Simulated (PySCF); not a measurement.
**Xe+: dipole response in aug-cc-pwCVTZ-DK3 plus 1 even-tempered diffuse shell per l**

How polarisable is Xe+ at the levels listed below?

Program: PySCF 2.14.0. Level of theory: unrestricted determinants in a Gaussian basis, no spin-orbit coupling in the energies. These are calculated values, not measurements, unless marked.

### 1 The atom as given

| Property | Result |
| --- | --- |
| Element | xenon (Z = 54) |
| Basis | aug-cc-pwCVTZ-DK3 with one added diffuse shell each of s, p, d, f type (11s10p8d5f1g, 125 functions) |
| Hamiltonian | the spin-free X2C one-electron Hamiltonian (Gaussian nucleus) |
| State 1 | Xe+: [Kr] 4d10 5s2 5p5, 2P determinant |
| Methods | BHandHLYP |

Outer shells as boxes (Hund's rule):

Xe+ [Kr] 4d10 5s2 5p5
```
[Kr] core
4d [↑↓][↑↓][↑↓][↑↓][↑↓]
5s [↑↓]
5p [↑↓][↑↓][↑ ]
```

One driver process ran all states and methods and kept the integrals in memory. Each run is shown as a PySCF script that sums up its settings (the driver passes frozen orbitals as a list and adds second-order terms of double hybrids); the logs are those of the runs themselves. The driver starts from symmetry-adapted Hartree-Fock orbitals, holds the occupation by maximum overlap and uses a logarithmic radial grid for functionals, so a plain start would take other cycles.

The driver's launch:

```console
OMP_NUM_THREADS=1 python atomrun2.py TASK.json OUT
```

The integrals over 125 functions and the set-up took 6.9 s of CPU time.

### 2 Xe+, at BHandHLYP

#### BHandHLYP

Contents of input.py:

```python
from pyscf import gto, scf, dft, mp, cc
import basis_set_exchange as bse
mol = gto.M(atom="Xe 0 0 0", charge=1, spin=1, symmetry="D2h",
            basis=gto.basis.parse(bse.get_basis("aug-cc-pwCVTZ-DK3", elements=["Xe"], fmt="nwchem", header=False, augment_diffuse=1)),
            nucmod="G")
mf = dft.UKS(mol, xc="BHANDHLYP").sfx2c1e()
mf.irrep_nelec = {'Ag': (9, 9), 'B1g': (2, 2), 'B2g': (2, 2), 'B3g': (2, 2), 'B1u': (4, 4), 'B2u': (4, 4), 'B3u': (4, 3)}
mf.kernel()
```

Standard output:

```text
damping factor = 0
level_shift factor = 0
DIIS = <class 'pyscf.scf.diis.CDIIS'>
diis_start_cycle = 1
diis_space = 10
diis_damp = 0
SCF conv_tol = 1e-09
SCF conv_tol_grad = None
number electrons alpha = 27  beta = 26
XC functionals = BHANDHLYP
    A. D. Becke.,  J. Chem. Phys. 98, 1372 (1993)
    Defined through Gaussian implementation.
cycle= 1 E= -7445.75844843621  delta_E= -0.00925  |g|= 0.0321  |ddm|= 0.295
cycle= 2 E= -7445.75868700036  delta_E= -0.000239  |g|= 0.0161  |ddm|= 0.0333
cycle= 3 E= -7445.7587220515  delta_E= -3.51e-05  |g|= 0.00507  |ddm|= 0.0134
cycle= 4 E= -7445.75872590196  delta_E= -3.85e-06  |g|= 0.000671  |ddm|= 0.0031
cycle= 5 E= -7445.75872632431  delta_E= -4.22e-07  |g|= 5.12e-05  |ddm|= 0.00149
cycle= 6 E= -7445.7587263265  delta_E= -2.18e-09  |g|= 1.03e-05  |ddm|= 0.000156
cycle= 7 E= -7445.75872632653  delta_E= -3.64e-11  |g|= 1.22e-06  |ddm|= 1.6e-05
converged SCF energy = -7445.75872632653  <S^2> = 0.75392573  2S+1 = 2.0039219
```

It took 90 s on 1 thread of Neoverse-V1, shared host, the integrals not counted.

The occupied shells:

| shell | electrons | mean orbital energy (eV) | spread (eV) | rms radius (bohr) |
| --- | --- | --- | --- | --- |
| 1s α | 1 | -34524.0 | 0 | 0.0306 |
| 1s β | 1 | -34524.0 | 0 | 0.0306 |
| 2s α | 1 | -5433.9 | 0 | 0.124 |
| 2s β | 1 | -5433.8 | 0 | 0.124 |
| 2p α | 3 | -4878.2 | 0.128 | 0.111 |
| 2p β | 3 | -4878.2 | 0.009 | 0.111 |
| 3s α | 1 | -1141.7 | 0 | 0.327 |
| 3s β | 1 | -1141.6 | 0 | 0.327 |
| 3p α | 3 | -959.44 | 0.285 | 0.327 |
| 3p β | 3 | -959.35 | 0.100 | 0.327 |
| 3d α | 5 | -687.25 | 0.252 | 0.305 |
| 3d β | 5 | -687.20 | 0.171 | 0.305 |
| 4s α | 1 | -223.74 | 0 | 0.762 |
| 4s β | 1 | -223.57 | 0 | 0.762 |
| 4p α | 3 | -164.57 | 0.611 | 0.816 |
| 4p β | 3 | -164.39 | 0.196 | 0.816 |
| 4d α | 5 | -76.452 | 0.669 | 0.946 |
| 4d β | 5 | -76.299 | 0.401 | 0.946 |
| 5s α | 1 | -33.886 | 0 | 1.95 |
| 5s β | 1 | -32.289 | 0 | 1.95 |
| 5p α | 3 | -19.931 | 1.354 | 2.34 |
| 5p β | 2 | -19.092 | 0 | 2.34 |

⟨S²⟩ = 0.754, ⟨L²⟩ = 2.02.

The driver then solved the coupled dipole response at imaginary frequencies: mean α = 17.93 bohr³ (xx, yy, zz: 17.34, 18.22, 18.22), C₆ = 156.1 au for a like pair.

Radial density 4πr²ρ of Xe+ at BHandHLYP, without picture-change correction:

| r (bohr) | density | spin density |
| --- | --- | --- |
| 0.000389 | 0.736 | 0.000 |
| 0.000654 | 1.69 | 0.000 |
| 0.00110 | 3.78 | 0.000 |
| 0.00185 | 8.21 | 0.000 |
| 0.00311 | 16.9 | 0.000 |
| 0.00524 | 32.2 | 0.000 |
| 0.00881 | 53.1 | 0.000 |
| 0.0148 | 69.5 | 0.002 |
| 0.0249 | 66.6 | 0.009 |
| 0.0419 | 62.6 | 0.024 |
| 0.0705 | 88.1 | 0.024 |
| 0.119 | 75.2 | -0.003 |
| 0.199 | 72.6 | 0.052 |
| 0.335 | 52.1 | 0.002 |
| 0.564 | 27.3 | 0.132 |
| 0.949 | 19.0 | -0.012 |
| 1.60 | 5.80 | 0.556 |
| 2.69 | 2.10 | 0.333 |
| 4.52 | 0.109 | 0.015 |
| 7.60 | 8.03e-05 | 0.000 |

### 3 The response side by side

Xe+, in atomic units:

| method | mean α | C₆ (like pair) | S(−4) |
| --- | --- | --- | --- |
| BHandHLYP | 17.93 | 156.1 | 51.59 |

α(iu) at BHandHLYP:

| u (hartree) | α(iu) (bohr³) |
| --- | --- |
| 0 | 17.93 |
| 0.0500 | 17.80 |
| 0.100 | 17.43 |
| 0.200 | 16.11 |
| 0.300 | 14.35 |
| 0.500 | 10.81 |
| 0.750 | 7.514 |
| 1.00 | 5.427 |
| 1.50 | 3.233 |
| 2.00 | 2.197 |
| 3.00 | 1.262 |
| 5.00 | 0.6040 |

### 4 Results

| quantity | value |
| --- | --- |
| α of Xe+ | 17.93 (BHandHLYP) bohr³ |

In words: A single London oscillator with the computed α and C₆ of Xe+ at BHandHLYP would have ω = 4 C₆ / (3 α²) = 0.648 hartree. All values hold for this basis alone; no basis-set limit was taken.
